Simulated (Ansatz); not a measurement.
**C3H5F3O: single points with varied inputs**

Aim: run C3H5F3O under a spread of inputs, and see what each costs and gives.

Computed with Ansatz 0.2.0, Gaussian basis. Level: the settings change from run to run.

## Step 1: The relaxed structure

The geometry comes from an earlier relaxation with PBE0-D4 in a triple-zeta def2 set; it is a stationary point, not always the lowest conformer.

12 atoms, charge 0, spin multiplicity 1.

Atoms are counted from 1 here; the program's logs count them from 0.

Bond lengths: O1–C2 1.403 Å, O1–H8 0.962 Å, C2–C3 1.511 Å, C2–C5 1.515 Å, C2–H9 1.100 Å, C3–F4 1.388 Å, C3–H10 1.092 Å, C3–H11 1.092 Å, C5–F6 1.354 Å, C5–F7 1.358 Å, C5–H12 1.094 Å. Angles: C2–O1–H8 107.7°, O1–C2–C3 111.8°, O1–C2–C5 106.7°, O1–C2–H9 111.1°, C3–C2–C5 112.0°, C3–C2–H9 108.6°, C5–C2–H9 106.5°, C2–C3–F4 107.5°, C2–C3–H10 110.9°, C2–C3–H11 111.5°, F4–C3–H10 107.9°, F4–C3–H11 108.5°, H10–C3–H11 110.4°, C2–C5–F6 111.2°, C2–C5–F7 109.3°, C2–C5–H12 111.7°, F6–C5–F7 107.4°, F6–C5–H12 108.2° and more.

## Step 2: BHLYP/pcseg-2

Options: unrestricted orbitals, D3(BJ) with three-body dispersion.

Contents of in.yaml:

```yaml
crystal:
  periodic: [false, false, false]
  atoms:
    - {symbol: O, position_ang: [-1.433136, 0.570845, 0.540590]}
    - {symbol: C, position_ang: [-0.336476, 0.196785, -0.250388]}
    - {symbol: C, position_ang: [0.043624, -1.249847, -0.033325]}
    - {symbol: F, position_ang: [-1.042888, -2.027897, -0.407941]}
    - {symbol: C, position_ang: [0.796317, 1.140345, 0.099665]}
    - {symbol: F, position_ang: [1.299593, 0.865850, 1.326388]}
    - {symbol: F, position_ang: [1.803740, 0.982803, -0.796623]}
    - {symbol: H, position_ang: [-2.124880, -0.085051, 0.410980]}
    - {symbol: H, position_ang: [-0.549330, 0.346688, -1.319138]}
    - {symbol: H, position_ang: [0.248816, -1.445121, 1.020830]}
    - {symbol: H, position_ang: [0.901083, -1.534993, -0.646586]}
    - {symbol: H, position_ang: [0.470639, 2.184292, 0.089448]}
basis:
  gaussian: {orbitals: pcseg-2}
magnetization: {spin_polarized: true, initial_magnetization: 0}
hamiltonian: {xc: {name: BHLYP}, dispersion: d3bjatm}
```

Started as:

```console
$ ansatz run in.yaml --threads 4 --pin off --events-out ev --progress --plain --max-ram 11315MiB
```

The log of the run:

```text
Functional definition: BHLYP
  name "BHLYP"
  cite "Becke, J. Chem. Phys. 98, 1372 (1993) doi:10.1063/1.464304"
  cite "Becke, Phys. Rev. A 38, 3098 (1988) doi:10.1103/PhysRevA.38.3098"
  cite "Lee, Yang & Parr, Phys. Rev. B 37, 785 (1988) doi:10.1103/PhysRevB.37.785"
  parameter a = 0.5
  exchange = (1 - a)*b88_x + a*exact_x
  correlation = lyp_c
1468 factors; their error is unknown
mean field evaluation 1: about -13385.1669 eV, gradient 3.6e1 eV
mean field evaluation 2: about -13385.7990 eV, gradient 3.4e1 eV
mean field evaluation 4: about -13389.4200 eV, gradient 1.5e0 eV
mean field evaluation 8: about -13389.4266 eV, gradient 1.0e-1 eV
mean field evaluation 16: about -13389.5199 eV, gradient 1.0e-4 eV
mean field -13389.51988572 eV, -492.0557800577 hartree, gradient 1.2e-5 eV, S^2 0.000000; 0 other end points of the search recorded, 0 dependent functions left out
reference -13389.52006529 eV, -492.0557866569 hartree; 29, 29 occupied and 251, 251 virtual orbitals, 1468 factors
Total energy: -13389.79343124 eV, -492.0658326700 hartree
```

Run time: 4.7 s. Hardware: 4 threads of Intel Xeon Platinum 8488C, shared host; peak memory 1 GiB.

⟨S²⟩ 0.000.

## Step 3: revPBE/aug-cc-pVDZ

Set apart from the defaults: the search for lower states set to light.

in.yaml: that of step 2 with these lines changed.

```diff
@@ -16,4 +16,4 @@
 basis:
-  gaussian: {orbitals: pcseg-2}
-magnetization: {spin_polarized: true, initial_magnetization: 0}
-hamiltonian: {xc: {name: BHLYP}, dispersion: d3bjatm}
+  gaussian: {orbitals: aug-cc-pVDZ}
+hamiltonian: {xc: {name: revPBE}}
+scf: {lower_state_search: light}
```

Launched as before.

The log of the run:

```text
Functional definition: revPBE
  name "revPBE"
  cite "Zhang & Yang, Phys. Rev. Lett. 80, 890 (1998) doi:10.1103/PhysRevLett.80.890"
  cite "Perdew, Burke & Ernzerhof, Phys. Rev. Lett. 77, 3865 (1996) doi:10.1103/PhysRevLett.77.3865"
  parameter kappa = 1.245
  parameter beta = 0.06672455060314922
  exchange = pbe_x(kappa = kappa, mu = beta*pi^2/3)
  correlation = pbe_c(beta = beta)
1741 factors; their error is unknown
mean field evaluation 1: about -13378.5305 eV, gradient 6.5e1 eV
mean field evaluation 2: about -13359.1139 eV, gradient 1.2e2 eV
mean field evaluation 4: about -13387.3398 eV, gradient 8.3e0 eV
mean field evaluation 8: about -13387.4614 eV, gradient 2.5e-1 eV
mean field evaluation 16: about -13387.3921 eV, gradient 2.7e-4 eV
mean field -13387.39212239 eV, -491.9775861976 hartree, gradient 7.2e-5 eV, S^2 0.000000; 0 other end points of the search recorded, 0 dependent functions left out
reference -13387.39220827 eV, -491.9775893534 hartree; 29, 29 occupied and 177, 177 virtual orbitals, 1741 factors
Total energy: -13387.39220827 eV, -491.9775893534 hartree
```

It took 2.1 s on 4 threads of Intel Xeon Platinum 8488C, shared host.

## Step 4: revPBE0/def2-TZVPD

Set apart from the defaults: coordinates scaled by 1.05, a grid of angular degree 11, relativity set to scalar.

Contents of in.yaml:

```yaml
crystal:
  periodic: [false, false, false]
  atoms:
    - {symbol: O, position_ang: [-1.504793, 0.599387, 0.567619]}
    - {symbol: C, position_ang: [-0.353299, 0.206624, -0.262908]}
    - {symbol: C, position_ang: [0.045805, -1.312339, -0.034992]}
    - {symbol: F, position_ang: [-1.095032, -2.129292, -0.428338]}
    - {symbol: C, position_ang: [0.836133, 1.197362, 0.104648]}
    - {symbol: F, position_ang: [1.364572, 0.909143, 1.392708]}
    - {symbol: F, position_ang: [1.893927, 1.031943, -0.836454]}
    - {symbol: H, position_ang: [-2.231124, -0.089303, 0.431529]}
    - {symbol: H, position_ang: [-0.576797, 0.364023, -1.385095]}
    - {symbol: H, position_ang: [0.261256, -1.517377, 1.071871]}
    - {symbol: H, position_ang: [0.946137, -1.611742, -0.678916]}
    - {symbol: H, position_ang: [0.494171, 2.293506, 0.093921]}
basis:
  gaussian: {orbitals: def2-TZVPD, final_grid: {core_spheres: 5, valence_spheres: 4, degree: 11}}
hamiltonian: {xc: {name: revPBE0}, pseudopotentials: {relativity: scalar}}
```

Same command.

The log of the run:

```text
Functional definition: revPBE0
  name "revPBE0"
  cite "Zhang & Yang, Phys. Rev. Lett. 80, 890 (1998) doi:10.1103/PhysRevLett.80.890"
  cite "Adamo & Barone, J. Chem. Phys. 110, 6158 (1999) doi:10.1063/1.478522"
  cite "Perdew, Burke & Ernzerhof, Phys. Rev. Lett. 77, 3865 (1996) doi:10.1103/PhysRevLett.77.3865"
  parameter a = 0.25
  parameter kappa = 1.245
  parameter beta = 0.06672455060314922
  exchange = (1 - a)*pbe_x(kappa = kappa, mu = beta*pi^2/3) + a*exact_x
  correlation = pbe_c(beta = beta)
1552 factors; their error is unknown
mean field evaluation 1: about -13393.3316 eV, gradient 5.2e1 eV
mean field evaluation 2: about -13389.5461 eV, gradient 7.1e1 eV
mean field evaluation 4: about -13397.8118 eV, gradient 3.0e0 eV
mean field evaluation 8: about -13397.8235 eV, gradient 1.1e-1 eV
mean field evaluation 16: about -13397.8248 eV, gradient 1.9e-4 eV
mean field -13397.82477749 eV, -492.3609792009 hartree, gradient 2.8e-5 eV, S^2 0.000000; 0 other end points of the search recorded, 0 dependent functions left out
reference -13397.82483484 eV, -492.3609813087 hartree; 29, 29 occupied and 287, 287 virtual orbitals, 1552 factors
Total energy: -13397.82483484 eV, -492.3609813087 hartree
Relativity: scalar
```

Wall time 3.4 s (4 threads of Intel Xeon Platinum 8488C, shared host); peak memory 0.76 GiB.

## Step 5: revPBE0/6-31G

This run has D3(BJ) dispersion.

Contents of in.yaml:

```yaml
crystal:
  periodic: [false, false, false]
  atoms:
    - {symbol: O, position_ang: [-1.433136, 0.570845, 0.540590]}
    - {symbol: C, position_ang: [-0.336476, 0.196785, -0.250388]}
    - {symbol: C, position_ang: [0.043624, -1.249847, -0.033325]}
    - {symbol: F, position_ang: [-1.042888, -2.027897, -0.407941]}
    - {symbol: C, position_ang: [0.796317, 1.140345, 0.099665]}
    - {symbol: F, position_ang: [1.299593, 0.865850, 1.326388]}
    - {symbol: F, position_ang: [1.803740, 0.982803, -0.796623]}
    - {symbol: H, position_ang: [-2.124880, -0.085051, 0.410980]}
    - {symbol: H, position_ang: [-0.549330, 0.346688, -1.319138]}
    - {symbol: H, position_ang: [0.248816, -1.445121, 1.020830]}
    - {symbol: H, position_ang: [0.901083, -1.534993, -0.646586]}
    - {symbol: H, position_ang: [0.470639, 2.184292, 0.089448]}
basis:
  gaussian: {orbitals: 6-31G}
hamiltonian: {xc: {name: revPBE0}, dispersion: d3bj}
output: {forces: true}
```

Same command.

The log of the run:

```text
Functional definition: revPBE0
  name "revPBE0"
  cite "Zhang & Yang, Phys. Rev. Lett. 80, 890 (1998) doi:10.1103/PhysRevLett.80.890"
  cite "Adamo & Barone, J. Chem. Phys. 110, 6158 (1999) doi:10.1063/1.478522"
  cite "Perdew, Burke & Ernzerhof, Phys. Rev. Lett. 77, 3865 (1996) doi:10.1103/PhysRevLett.77.3865"
  parameter a = 0.25
  parameter kappa = 1.245
  parameter beta = 0.06672455060314922
  exchange = (1 - a)*pbe_x(kappa = kappa, mu = beta*pi^2/3) + a*exact_x
  correlation = pbe_c(beta = beta)
842 factors; integrals over basis functions are off by at most 2.0e-4 eV
mean field evaluation 1: about -13375.8396 eV, gradient 4.5e1 eV
mean field evaluation 2: about -13374.1011 eV, gradient 5.6e1 eV
mean field evaluation 4: about -13379.3105 eV, gradient 1.5e0 eV
mean field evaluation 8: about -13379.6096 eV, gradient 3.2e-1 eV
mean field evaluation 16: about -13379.6098 eV, gradient 3.7e-5 eV
mean field -13379.60976831 eV, -491.6915899603 hartree, gradient 8.8e-6 eV, S^2 0.000000; 0 other end points of the search recorded, 0 dependent functions left out
the calculation of the forces begins
reference -13379.60978575 eV, -491.6915906009 hartree; 29, 29 occupied and 44, 44 virtual orbitals, 842 factors
Total energy: -13380.09633772 eV, -491.7094710562 hartree
Atom 0 at    -1.433136     0.570845     0.540590 Å, force    -0.473635     0.463517     0.614010 eV/Å
Atom 1 at    -0.336476     0.196785    -0.250388 Å, force     1.031210     0.059469    -0.752700 eV/Å
Atom 2 at     0.043624    -1.249847    -0.033325 Å, force     1.455739     0.598802     0.465749 eV/Å
Atom 3 at    -1.042888    -2.027897    -0.407941 Å, force    -1.572820    -0.999908    -0.509555 eV/Å
Atom 4 at     0.796317     1.140345     0.099665 Å, force    -2.135321     0.997077    -0.395338 eV/Å
Atom 5 at     1.299593     0.865850     1.326388 Å, force     0.718385    -0.514289     2.055223 eV/Å
Atom 6 at     1.803740     0.982803    -0.796623 Å, force     1.549778    -0.316672    -1.561319 eV/Å
Atom 7 at    -2.124880    -0.085051     0.410980 Å, force    -0.647082    -0.319080     0.085110 eV/Å
Atom 8 at    -0.549330     0.346688    -1.319138 Å, force     0.003848    -0.045936    -0.037986 eV/Å
Atom 9 at     0.248816    -1.445121     1.020830 Å, force     0.077304     0.092374     0.014092 eV/Å
Atom 10 at     0.901083    -1.534993    -0.646586 Å, force     0.068066     0.069765     0.051756 eV/Å
Atom 11 at     0.470639     2.184292     0.089448 Å, force    -0.075473    -0.085119    -0.029042 eV/Å
Dipole moment:    -0.138698    -0.024556    -0.205900 e Å
```

It took 0.75 s on 4 threads of Intel Xeon Platinum 8488C, shared host.

Largest force 2.390 eV/Å, dipole 1.20 D.

## Step 6: B3LYP5/6-31G*

Set apart from the defaults: multiplicity 3, the search for lower states set to light.

in.yaml: that of step 5 with these lines changed.

```diff
@@ -16,4 +16,6 @@
 basis:
-  gaussian: {orbitals: 6-31G}
-hamiltonian: {xc: {name: revPBE0}, dispersion: d3bj}
+  gaussian: {orbitals: "6-31G*"}
+magnetization: {spin_polarized: true, initial_magnetization: 2}
+hamiltonian: {xc: {name: B3LYP5}}
+scf: {lower_state_search: light}
 output: {forces: true}
```

Same command.

The log of the run:

```text
Functional definition: B3LYP5
  name "B3LYP5"
  cite "Stephens, Devlin, Chabalowski & Frisch, J. Phys. Chem. 98, 11623 (1994) doi:10.1021/j100096a001"
  cite "Becke, Phys. Rev. A 38, 3098 (1988) doi:10.1103/PhysRevA.38.3098"
  cite "Lee, Yang & Parr, Phys. Rev. B 37, 785 (1988) doi:10.1103/PhysRevB.37.785"
  cite "Vosko, Wilk & Nusair, Can. J. Phys. 58, 1200 (1980) doi:10.1139/p80-159"
  parameter a0 = 0.2
  parameter ax = 0.72
  parameter ac = 0.81
  exchange = (1 - a0 - ax)*slater_x + ax*b88_x + a0*exact_x
  correlation = (1 - ac)*vwn5_c + ac*lyp_c
1100 factors; integrals over basis functions are off by at most 9.4e-4 eV
mean field evaluation 1: about -13367.6889 eV, gradient 3.9e1 eV
mean field evaluation 2: about -13348.4637 eV, gradient 7.7e1 eV
mean field evaluation 4: about -13372.6168 eV, gradient 2.3e1 eV
mean field evaluation 8: about -13375.1206 eV, gradient 1.9e0 eV
mean field evaluation 16: about -13375.4985 eV, gradient 3.3e-2 eV
mean field evaluation 32: about -13374.5046 eV, gradient 9.1e0 eV
mean field -13375.49852470 eV, -491.5405045443 hartree, gradient 6.5e-5 eV, S^2 2.003561; 2 other end points of the search recorded, 0 dependent functions left out
the calculation of the forces begins
reference -13375.49869485 eV, -491.5405107969 hartree; 30, 28 occupied and 85, 87 virtual orbitals, 1100 factors
Total energy: -13375.49869485 eV, -491.5405107969 hartree
Atom 0 at    -1.433136     0.570845     0.540590 Å, force     2.599897     4.845730     1.854889 eV/Å
Atom 1 at    -0.336476     0.196785    -0.250388 Å, force     3.784460     1.014048    -0.691601 eV/Å
Atom 2 at     0.043624    -1.249847    -0.033325 Å, force    -0.413773    -0.897180     0.186568 eV/Å
Atom 3 at    -1.042888    -2.027897    -0.407941 Å, force    -0.131887    -1.048426    -0.295115 eV/Å
Atom 4 at     0.796317     1.140345     0.099665 Å, force    -1.627555     0.441183     0.417049 eV/Å
Atom 5 at     1.299593     0.865850     1.326388 Å, force     0.371061    -0.265856     0.682082 eV/Å
Atom 6 at     1.803740     0.982803    -0.796623 Å, force     1.101233    -0.104850    -0.876439 eV/Å
Atom 7 at    -2.124880    -0.085051     0.410980 Å, force    -5.545984    -4.169385    -0.705964 eV/Å
Atom 8 at    -0.549330     0.346688    -1.319138 Å, force    -0.615126    -0.336595    -0.090334 eV/Å
Atom 9 at     0.248816    -1.445121     1.020830 Å, force     0.213729     0.276106     0.029304 eV/Å
Atom 10 at     0.901083    -1.534993    -0.646586 Å, force     0.072915     0.005510    -0.339867 eV/Å
Atom 11 at     0.470639     2.184292     0.089448 Å, force     0.191030     0.239715    -0.170571 eV/Å
Dipole moment:     0.144215     0.188838    -0.152580 e Å
```

Wall time 2.5 s (4 threads of Intel Xeon Platinum 8488C, shared host).

Largest force 6.974 eV/Å, dipole 1.36 D, ⟨S²⟩ 2.004.

## Step 7: HF/aug-cc-pVDZ

This run has coordinates scaled by 1.25.

Contents of in.yaml:

```yaml
crystal:
  periodic: [false, false, false]
  atoms:
    - {symbol: O, position_ang: [-1.791420, 0.713557, 0.675737]}
    - {symbol: C, position_ang: [-0.420594, 0.245981, -0.312986]}
    - {symbol: C, position_ang: [0.054530, -1.562309, -0.041657]}
    - {symbol: F, position_ang: [-1.303610, -2.534871, -0.509926]}
    - {symbol: C, position_ang: [0.995396, 1.425431, 0.124581]}
    - {symbol: F, position_ang: [1.624491, 1.082313, 1.657985]}
    - {symbol: F, position_ang: [2.254675, 1.228504, -0.995779]}
    - {symbol: H, position_ang: [-2.656101, -0.106313, 0.513725]}
    - {symbol: H, position_ang: [-0.686663, 0.433361, -1.648923]}
    - {symbol: H, position_ang: [0.311020, -1.806401, 1.276037]}
    - {symbol: H, position_ang: [1.126353, -1.918741, -0.808233]}
    - {symbol: H, position_ang: [0.588299, 2.730365, 0.111810]}
basis:
  gaussian: {orbitals: aug-cc-pVDZ}
hamiltonian: {xc: {name: HF}}
```

Launched as before.

The log of the run:

```text
Functional definition: HF
  name "HF"
  cite "Fock, Z. Phys. 61, 126 (1930) doi:10.1007/BF01340294"
  parent pbe
  exchange = exact_x
  correlation = 0
1994 factors; their error is unknown
mean field evaluation 1: about -13302.7020 eV, gradient 6.2e1 eV
mean field evaluation 2: about -13305.4207 eV, gradient 6.2e1 eV
mean field evaluation 4: about -13312.2085 eV, gradient 1.9e0 eV
mean field evaluation 8: about -13312.2303 eV, gradient 1.4e-1 eV
mean field -13312.61076921 eV, -489.2294221567 hartree, gradient 3.1e-5 eV, S^2 0.000000; 0 other end points of the search recorded, 0 dependent functions left out
reference -13312.61076921 eV, -489.2294221567 hartree; 29, 29 occupied and 177, 177 virtual orbitals, 1994 factors
Total energy: -13312.61076921 eV, -489.2294221567 hartree
```

Wall time 0.8 s (4 threads of Intel Xeon Platinum 8488C, shared host).

## Step 8: B3LYP/pcseg-2

This run has multiplicity 3, a grid of angular degree 23.

Contents of in.yaml:

```yaml
crystal:
  periodic: [false, false, false]
  atoms:
    - {symbol: O, position_ang: [-1.433136, 0.570845, 0.540590]}
    - {symbol: C, position_ang: [-0.336476, 0.196785, -0.250388]}
    - {symbol: C, position_ang: [0.043624, -1.249847, -0.033325]}
    - {symbol: F, position_ang: [-1.042888, -2.027897, -0.407941]}
    - {symbol: C, position_ang: [0.796317, 1.140345, 0.099665]}
    - {symbol: F, position_ang: [1.299593, 0.865850, 1.326388]}
    - {symbol: F, position_ang: [1.803740, 0.982803, -0.796623]}
    - {symbol: H, position_ang: [-2.124880, -0.085051, 0.410980]}
    - {symbol: H, position_ang: [-0.549330, 0.346688, -1.319138]}
    - {symbol: H, position_ang: [0.248816, -1.445121, 1.020830]}
    - {symbol: H, position_ang: [0.901083, -1.534993, -0.646586]}
    - {symbol: H, position_ang: [0.470639, 2.184292, 0.089448]}
basis:
  gaussian: {orbitals: pcseg-2, final_grid: {core_spheres: 8, valence_spheres: 7, degree: 23}}
magnetization: {spin_polarized: true, initial_magnetization: 2}
hamiltonian: {xc: {name: B3LYP}}
```

Same command.

The log of the run:

```text
Functional definition: B3LYP
  name "B3LYP"
  cite "Stephens, Devlin, Chabalowski & Frisch, J. Phys. Chem. 98, 11623 (1994) doi:10.1021/j100096a001"
  cite "Becke, Phys. Rev. A 38, 3098 (1988) doi:10.1103/PhysRevA.38.3098"
  cite "Lee, Yang & Parr, Phys. Rev. B 37, 785 (1988) doi:10.1103/PhysRevB.37.785"
  cite "Vosko, Wilk & Nusair, Can. J. Phys. 58, 1200 (1980) doi:10.1139/p80-159"
  parameter a0 = 0.2
  parameter ax = 0.72
  parameter ac = 0.81
  exchange = (1 - a0 - ax)*slater_x + ax*b88_x + a0*exact_x
  correlation = (1 - ac)*vwn_rpa_c + ac*lyp_c
1359 factors; their error is unknown
mean field evaluation 1: about -13377.2899 eV, gradient 4.8e1 eV
mean field evaluation 2: about -13350.5354 eV, gradient 9.1e1 eV
mean field evaluation 4: about -13384.6006 eV, gradient 2.9e1 eV
mean field evaluation 8: about -13388.4642 eV, gradient 2.1e0 eV
mean field evaluation 16: about -13388.4827 eV, gradient 2.4e-2 eV
mean field evaluation 32: about -13387.9337 eV, gradient 3.9e0 eV
mean field -13388.48274733 eV, -492.0176659249 hartree, gradient 4.6e-5 eV, S^2 2.004038; 5 other end points of the search recorded, 0 dependent functions left out
reference -13388.48301861 eV, -492.0176758944 hartree; 30, 28 occupied and 250, 252 virtual orbitals, 1359 factors
Total energy: -13388.48301861 eV, -492.0176758944 hartree
```

Run time: 7 s. Hardware: 4 threads of Intel Xeon Platinum 8488C, shared host; peak memory 0.98 GiB.

⟨S²⟩ 2.004.

## Step 9: PBEsol/cc-pVTZ

Options: charge +1, multiplicity 2, D4 dispersion, the search for lower states set to off.

in.yaml: that of step 8 with these lines changed.

```diff
@@ -16,4 +16,6 @@
 basis:
-  gaussian: {orbitals: pcseg-2, final_grid: {core_spheres: 8, valence_spheres: 7, degree: 23}}
-magnetization: {spin_polarized: true, initial_magnetization: 2}
-hamiltonian: {xc: {name: B3LYP}}
+  gaussian: {orbitals: cc-pVTZ}
+total_charge: 1
+magnetization: {spin_polarized: true, initial_magnetization: 1}
+hamiltonian: {xc: {name: PBEsol}, dispersion: d4}
+scf: {lower_state_search: off}
```

The command is unchanged.

The log of the run:

```text
Functional definition: PBEsol
  name "PBEsol"
  cite "Perdew et al., Phys. Rev. Lett. 100, 136406 (2008) doi:10.1103/PhysRevLett.100.136406"
  cite "Perdew, Burke & Ernzerhof, Phys. Rev. Lett. 77, 3865 (1996) doi:10.1103/PhysRevLett.77.3865"
  parent pbesol
  exchange = pbesol_x
  correlation = pbesol_c
these checks for a lower state are left out or cut short: stability, starts, cluster_reference, orbital_swaps, neighbouring_geometries, increment
1397 factors; their error is unknown
mean field evaluation 1: about -13314.7278 eV, gradient 5.7e1 eV
mean field evaluation 2: about -13288.8225 eV, gradient 9.5e1 eV
mean field evaluation 4: about -13324.5797 eV, gradient 2.2e1 eV
mean field evaluation 8: about -13326.6169 eV, gradient 4.0e0 eV
mean field evaluation 16: about -13326.7106 eV, gradient 1.5e-2 eV
mean field -13326.65374796 eV, -489.7454921072 hartree, gradient 2.3e-6 eV, S^2 0.751029; 0 other end points of the search recorded, 0 dependent functions left out
reference -13326.65377881 eV, -489.7454932408 hartree; 29, 28 occupied and 251, 252 virtual orbitals, 1397 factors
Total energy: -13326.71573816 eV, -489.7477702048 hartree
Checks for a lower state left out: stability, starts, cluster_reference, orbital_swaps, neighbouring_geometries, increment
```

Run time: 2 s. Hardware: 4 threads of Intel Xeon Platinum 8488C, shared host.

⟨S²⟩ 0.751.

## Step 10: All runs side by side

| level | charge | multiplicity | geometry | functions | energy (eV) | time |
| --- | --- | --- | --- | --- | --- | --- |
| BHLYP/pcseg-2 | 0 | 1 | relaxed | 280 | -13389.793 | 4.7 s |
| revPBE/aug-cc-pVDZ | 0 | 1 | relaxed | 206 | -13387.392 | 2.1 s |
| revPBE0/def2-TZVPD | 0 | 1 | scaled | 316 | -13397.825 | 3.4 s |
| revPBE0/6-31G | 0 | 1 | relaxed | 73 | -13380.096 | 0.75 s |
| B3LYP5/6-31G* | 0 | 3 | relaxed | 115 | -13375.499 | 2.5 s |
| HF/aug-cc-pVDZ | 0 | 1 | scaled | 206 | -13312.611 | 0.8 s |
| B3LYP/pcseg-2 | 0 | 3 | relaxed | 280 | -13388.483 | 7 s |
| PBEsol/cc-pVTZ | 1 | 2 | relaxed | 280 | -13326.716 | 2 s |

## Step 11: Summary of results

```
                                         quantity                  value
                                             runs                      8
                                         quickest  revPBE0/6-31G, 0.75 s
                                          slowest     B3LYP/pcseg-2, 7 s
spread of total energies, same state and geometry                 9.7 eV
```

**Reading.** B3LYP/pcseg-2 took 9 times as long as revPBE0/6-31G. The jobs differ in tasks and options as well as level. Total energies at one charge and spin differ by 10 eV between levels, so only differences within one level mean anything. At the PBE0-D4/def2-TZVP geometry and in the same state, the sound runs without point charges leave forces up to 2.39 eV/Å (revPBE0/6-31G).
